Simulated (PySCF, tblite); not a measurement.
# C7H9FO: a rotation path, then NMR shifts on frames

Aim: move C7H9FO (`C#C[C@@H]1CC[C@]1(F)OC`) away from its starting geometry and see how NMR shifts follow the geometry.

The runs use tblite 0.8.0 and PySCF 2.14.0, with density-fitted response routines of our own; the level of theory stands in each step. All values are computed, except where a source is named. Atoms count from 0, in the outputs and in this text.

### 1 Starting geometry

18 atoms, charge 0, multiplicity 1; geometry from: GFN2-xTB.

Bonds of the start (Å): C0–C1 1.20, C1–C2 1.44, C2–C3 1.55, C3–C4 1.54, C4–C5 1.53, C5–F6 1.40, C5–O7 1.36, O7–C8 1.42, C5–C2 1.56, C0–H9 1.05, C2–H10 1.09, C3–H11 1.09, C3–H12 1.09, C4–H13 1.09, C4–H14 1.09, C8–H15 1.09, C8–H16 1.09, C8–H17 1.09.

### 2 A band between two rotamers with GFN2-xTB

What the job is given:

```
{"job": {"kind": "neb", "xc": "GFN2-xTB", "basis": "xTB", "atoms": [4, 5, 7, 8], "turn": 120}, "charge": 0, "multiplicity": 1}
C     -1.014228     1.875257    -1.735584
C     -0.839183     0.794859    -1.249782
C     -0.665939    -0.494213    -0.630605
C     -1.728846    -0.825027     0.446324
C     -0.662752    -0.720259     1.548151
C      0.426190    -0.563470     0.482137
F      1.157364    -1.743934     0.328790
O      1.289058     0.473007     0.692082
C      2.234302     0.698887    -0.344164
H     -1.159414     2.815587    -2.176645
H     -0.528841    -1.264439    -1.392847
H     -2.147575    -1.822262     0.337247
H     -2.533742    -0.097460     0.514077
H     -0.534916    -1.596930     2.177630
H     -0.738392     0.170759     2.164826
H      2.851599    -0.188958    -0.503771
H      1.732660     0.972133    -1.276364
H      2.853895     1.522781     0.000175
```

Method: GFN2-xTB climbing-image nudged elastic band, gas phase.

Started as:

```
OMP_NUM_THREADS=1 python probes_run.py task.json out
```

One launch serves the whole session: the jobs run in the order shown.

Output:

```text
image   E - E0 / eV
  0      -0.0000
  1       0.0263
  2       0.0878
  3       0.2048
  4       0.2930
  5       0.2975
  6       0.2731
  7       0.2477
  8       0.2152
```

Wall time 20 s (1 thread, shared host).

The final band, with the dihedral C4–C5–O7–C8:

```csv
image,dihedral (°),energy (eV),energy (kcal/mol)
0,-175,0.000,0.0
1,-168,0.026,0.6
2,-157,0.088,2.0
3,-135,0.205,4.7
4,-109,0.293,6.8
5,-85,0.297,6.9
6,-62,0.273,6.3
7,-47,0.248,5.7
8,-33,0.215,5.0
```

### 3 NMR shieldings: image 0, PBE0/pcSseg-1

What the job is given:

```
{"job": {"kind": "nmr", "xc": "PBE0", "basis": "pcSseg-1", "pop": false}, "charge": 0, "multiplicity": 1}
C     -1.014200     1.875300    -1.735600
C     -0.839200     0.794900    -1.249800
C     -0.665900    -0.494200    -0.630600
C     -1.728800    -0.825000     0.446300
C     -0.662800    -0.720300     1.548200
C      0.426200    -0.563500     0.482100
F      1.157400    -1.743900     0.328800
O      1.289100     0.473000     0.692100
C      2.234300     0.698900    -0.344200
H     -1.159400     2.815600    -2.176600
H     -0.528800    -1.264400    -1.392800
H     -2.147600    -1.822300     0.337200
H     -2.533700    -0.097500     0.514100
H     -0.534900    -1.596900     2.177600
H     -0.738400     0.170800     2.164800
H      2.851600    -0.189000    -0.503800
H      1.732700     0.972100    -1.276400
H      2.853900     1.522800     0.000200
```

With the program's defaults for keys left out, this is: GIAO PBE0/pcSseg-1 NMR shielding, non-relativistic, gas phase.

Output:

```text
coarse grid: 15360 points
cycle   1  E = -446.3901455106  dE =  1.359e+00  |g| = 7.653e-01  |ddm| = 3.973e+00
cycle   2  E = -446.3159753413  dE =  7.417e-02  |g| = 1.039e+00  |ddm| = 1.443e+00
cycle   3  E = -446.4973129292  dE = -1.813e-01  |g| = 1.185e-01  |ddm| = 8.287e-01
cycle   4  E = -446.4994683105  dE = -2.155e-03  |g| = 6.827e-02  |ddm| = 1.490e-01
cycle   5  E = -446.5004627469  dE = -9.944e-04  |g| = 2.529e-02  |ddm| = 5.963e-02
cycle   6  E = -446.5006094016  dE = -1.467e-04  |g| = 4.747e-03  |ddm| = 2.121e-02
cycle   7  E = -446.5006142003  dE = -4.799e-06  |g| = 1.325e-03  |ddm| = 4.634e-03
final grid: 149616 points
cycle   8  E = -446.5748449223  dE = -4.712e-05  |g| = 1.234e-02  |ddm| = 4.884e-02
cycle   9  E = -446.5748160202  dE =  2.890e-05  |g| = 1.776e-02  |ddm| = 2.197e-02
cycle  10  E = -446.5748745565  dE = -5.854e-05  |g| = 1.782e-03  |ddm| = 1.330e-02
cycle  11  E = -446.5748751976  dE = -6.411e-07  |g| = 6.259e-04  |ddm| = 1.685e-03
cycle  12  E = -446.5748752790  dE = -8.138e-08  |g| = 2.463e-04  |ddm| = 5.996e-04
cycle  13  E = -446.5748752931  dE = -1.412e-08  |g| = 5.047e-05  |ddm| = 2.205e-04
cycle  14  E = -446.5748752935  dE = -4.065e-10  |g| = 1.905e-05  |ddm| = 5.511e-05
converged SCF energy = -446.5748752935

GIAO shielding tensors (ppm)
atom      isotropic    diamagn.    paramagn.     s11        s22        s33       span
  0 C      105.050     258.551    -153.501     35.589     44.771    234.790    199.201
  1 C       98.978     261.194    -162.217     -8.431      7.411    297.953    306.383
  2 C      149.010     249.659    -100.649    135.945    141.375    169.709     33.764
  3 C      167.084     250.185     -83.101    145.284    171.787    184.179     38.895
  4 C      149.678     250.052    -100.374    132.081    138.268    178.685     46.605
  5 C       68.751     242.734    -173.983     48.240     52.899    105.115     56.875
  6 F      298.483     477.297    -178.814    216.195    298.004    381.250    165.055
  7 O      248.202     396.355    -148.153    192.233    259.582    292.792    100.558
  8 C      135.052     244.720    -109.668    108.988    112.534    183.634     74.646
  9 H       29.812      34.553      -4.740     24.863     25.159     39.414     14.551
 10 H       28.351      29.418      -1.067     24.900     27.881     32.273      7.374
 11 H       29.527      29.462       0.065     26.177     26.718     35.685      9.508
 12 H       29.962      29.383       0.578     26.471     28.070     35.344      8.873
 13 H       29.142      29.288      -0.145     25.734     27.035     34.658      8.925
 14 H       29.029      29.934      -0.906     26.115     27.468     33.504      7.389
 15 H       27.977      28.866      -0.889     23.338     26.508     34.084     10.747
 16 H       27.492      30.078      -2.586     21.790     28.863     31.822     10.032
 17 H       28.167      28.481      -0.314     24.272     25.627     34.602     10.330
```

Run time: 99 s. Hardware: 1 thread, shared host.

The references, computed at this level on geometries of the same kind, shield at (ppm): 1H TMS 31.72, 13C TMS 186.9, 19F CFCl3 170.9, 17O H2O 336.1. Their shielding less the atom's gives the shift. The references are single molecules in the gas phase, so shifts against H2O, NH3, PH3, H3PO4 or CFCl3 are not on the usual liquid scales and can be off by tens of ppm. Each atom is listed at this fixed geometry, with no averaging over motion; a spectrum would average atoms that exchange fast.

```csv
atoms,environment,σ (ppm),δ (ppm)
C5,fully substituted sp3 carbon bonded to F and O,68.8,118.2
C1,alkyne carbon,99.0,87.9
C0,terminal alkyne carbon,105.1,81.9
C8,methyl carbon bonded to O,135.1,51.9
C2,propargylic sp3 CH,149.0,37.9
C4,sp3 CH2 in a ring,149.7,37.2
C3,sp3 CH2 in a ring,167.1,19.8
H16,hydrogen on a methyl carbon bonded to O,27.49,4.23
H15,hydrogen on a methyl carbon bonded to O,27.98,3.74
H17,hydrogen on a methyl carbon bonded to O,28.17,3.55
H10,hydrogen on a propargylic sp3 CH,28.35,3.37
H14,hydrogen on an sp3 CH2 in a ring,29.03,2.69
H13,hydrogen on an sp3 CH2 in a ring,29.14,2.57
H11,hydrogen on an sp3 CH2 in a ring,29.53,2.19
H9,hydrogen on a terminal alkyne carbon,29.81,1.90
H12,hydrogen on an sp3 CH2 in a ring,29.96,1.76
F6,fluorine on an sp3 carbon,298.5,-127.5
O7,ether oxygen,248.2,87.9
```

Ring of atoms C2, C3, C4, C5: NICS(0) -0.8, NICS(1) -1.0, NICS(1)zz 2.7 ppm (means of both faces).

The fields below are evaluated on a grid from the run's orbitals.

Frontier orbitals at PBE0/pcSseg-1, with the share of their density that lies nearest to each atom:

```csv
orbital,energy (eV),lies on
HOMO,-7.55,C0 26 %; C1 18 %; O7 17 %
LUMO,0.89,"C0, C1 about 25 % each; H9, H10 about 11 % each; C2, C5 about 6 % each"
```

ELF in a plane through or near 6 of the atoms.

Ten even steps from ' ' (0.00) to '@' (0.99):
```
                                                        
                                                        
                                                        
                ..==##**::....                          
                ==##@@%%**++==--..                      
                ::++##--::####**--                      
                --++##**##%%%%**::    ..::              
                  ..**%%--==::**....**%%%%--            
            ++##++..  --**##%%**++**##%%**--            
          ..%%@@@@@@..    ==**==##++%%..##**--          
          ..==####**--..==******::++##**++==::          
          ::==--++..++==**..@@++##====--                
          ..==%%%%**::::::--====--++%%%%**..            
            ::****::      ::::..  ::@@@@@@==            
              ....        ....      ++**--              
                                                        
                                                        
                                                        
                                                        
                                                        
```
The map spans 11.1 Å across and 12.1 Å up, centred on the molecule. Atoms in the plane (x, y in Å): C0 (-0.8, 2.6), C1 (-0.2, 1.6), C3 (1.9, 0.3), C5 (0.1, -0.9), C8 (-2.2, -0.8), H16 (-2.3, 0.2).

log10 of the density (e/Å³) in the same plane.

Ten even steps from '0' (-4.0) to '9' (2.6):
```
0000000000000000000000000000
0000000000000000000000000000
0000000011222211000000000000
0000000123443332110000000000
0000001234555443221000000000
0000001234566554322111000000
0000001234566665433332110000
0000012334456865445543321000
0000123444445665556654321000
0001234555444556669765421100
0011345666555666556554321000
0012345686556686555543210000
0011245565555555555543210000
0001223444344444444443100000
0000112222223333333322100000
0000000010000111111100000000
0000000000000000000000000000
0000000000000000000000000000
0000000000000000000000000000
0000000000000000000000000000
```
The map spans 11.1 Å across and 12.1 Å up, centred on the molecule. Atoms in the plane (x, y in Å): C0 (-0.8, 2.6), C1 (-0.2, 1.6), C3 (1.9, 0.3), C5 (0.1, -0.9), C8 (-2.2, -0.8), H16 (-2.3, 0.2).

On the surface of density 0.002 e/bohr³ the electrostatic potential runs, from the 1st to the 99th percentile, from -1.23 V near O7 to 1.29 V near H9.

### 4 Nuclear shieldings: image 2, PBE0/pcSseg-1

What the job is given:

```
{"job": {"kind": "nmr", "xc": "PBE0", "basis": "pcSseg-1", "pop": false}, "charge": 0, "multiplicity": 1}
C     -0.830800     1.686300    -1.956700
C     -0.723900     0.662800    -1.343700
C     -0.634300    -0.566100    -0.599200
C     -1.715400    -0.751000     0.494200
C     -0.630700    -0.799400     1.580800
C      0.458400    -0.669800     0.508800
F      1.163000    -1.867800     0.325600
O      1.347500     0.326900     0.775900
C      2.079400     0.894600    -0.303200
H     -0.905200     2.582100    -2.496600
H     -0.561300    -1.409000    -1.291500
H     -2.285500    -1.670600     0.391100
H     -2.397700     0.091800     0.574800
H     -0.573800    -1.715800     2.160800
H     -0.616900     0.059700     2.246300
H      2.273300     0.168900    -1.093400
H      1.523800     1.741500    -0.710000
H      3.021400     1.241300     0.117700
```

Level: GIAO PBE0/pcSseg-1 NMR shielding, non-relativistic, gas phase.

Output:

```text
coarse grid: 15360 points
cycle   1  E = -446.3832520487  dE =  1.357e+00  |g| = 7.705e-01  |ddm| = 3.984e+00
cycle   2  E = -446.3064277424  dE =  7.682e-02  |g| = 1.053e+00  |ddm| = 1.453e+00
cycle   3  E = -446.4916230316  dE = -1.852e-01  |g| = 1.191e-01  |ddm| = 8.375e-01
cycle   4  E = -446.4938039061  dE = -2.181e-03  |g| = 6.937e-02  |ddm| = 1.519e-01
cycle   5  E = -446.4948369691  dE = -1.033e-03  |g| = 2.549e-02  |ddm| = 6.100e-02
cycle   6  E = -446.4949860292  dE = -1.491e-04  |g| = 4.727e-03  |ddm| = 2.176e-02
cycle   7  E = -446.4949908749  dE = -4.846e-06  |g| = 1.233e-03  |ddm| = 4.629e-03
final grid: 149616 points
cycle   8  E = -446.5701199839  dE = -4.942e-05  |g| = 1.247e-02  |ddm| = 4.682e-02
cycle   9  E = -446.5700913956  dE =  2.859e-05  |g| = 1.782e-02  |ddm| = 2.226e-02
cycle  10  E = -446.5701503125  dE = -5.892e-05  |g| = 1.825e-03  |ddm| = 1.355e-02
cycle  11  E = -446.5701509744  dE = -6.619e-07  |g| = 6.550e-04  |ddm| = 1.695e-03
cycle  12  E = -446.5701510654  dE = -9.101e-08  |g| = 2.489e-04  |ddm| = 6.170e-04
cycle  13  E = -446.5701510797  dE = -1.438e-08  |g| = 4.954e-05  |ddm| = 2.206e-04
cycle  14  E = -446.5701510801  dE = -3.993e-10  |g| = 1.951e-05  |ddm| = 5.391e-05
converged SCF energy = -446.5701510801

GIAO shielding tensors (ppm)
atom      isotropic    diamagn.    paramagn.     s11        s22        s33       span
  0 C      103.469     258.710    -155.241     34.149     45.160    231.098    196.949
  1 C       98.269     260.467    -162.197     -7.427      6.075    296.161    303.588
  2 C      148.712     250.364    -101.651    135.623    139.587    170.927     35.304
  3 C      167.839     249.967     -82.128    146.229    172.431    184.858     38.628
  4 C      149.295     251.211    -101.915    133.700    135.375    178.811     45.111
  5 C       69.465     241.975    -172.510     47.672     58.346    102.376     54.704
  6 F      275.961     476.842    -200.881    167.231    286.850    373.803    206.572
  7 O      245.622     396.229    -150.607    174.998    252.000    309.869    134.871
  8 C      132.069     245.274    -113.205    108.840    110.118    177.248     68.409
  9 H       29.825      34.513      -4.688     25.105     25.192     39.178     14.073
 10 H       28.185      29.403      -1.218     24.875     27.943     31.737      6.862
 11 H       29.525      29.284       0.241     26.251     26.616     35.708      9.457
 12 H       29.909      29.599       0.310     26.672     28.026     35.029      8.357
 13 H       29.157      29.351      -0.194     25.908     27.149     34.414      8.505
 14 H       29.055      30.123      -1.068     26.149     27.536     33.480      7.330
 15 H       28.121      29.579      -1.458     25.294     25.786     33.282      7.988
 16 H       26.647      30.402      -3.754     20.200     28.347     31.395     11.195
 17 H       28.113      28.095       0.019     23.947     26.065     34.327     10.380
```

It took 77 s on 1 thread, shared host.

In short: δ C5 117.5, C1 88.7, C0 83.5, C8 54.9, H16 5.07, H17 3.60 ppm.

[end of part 1 of 2]
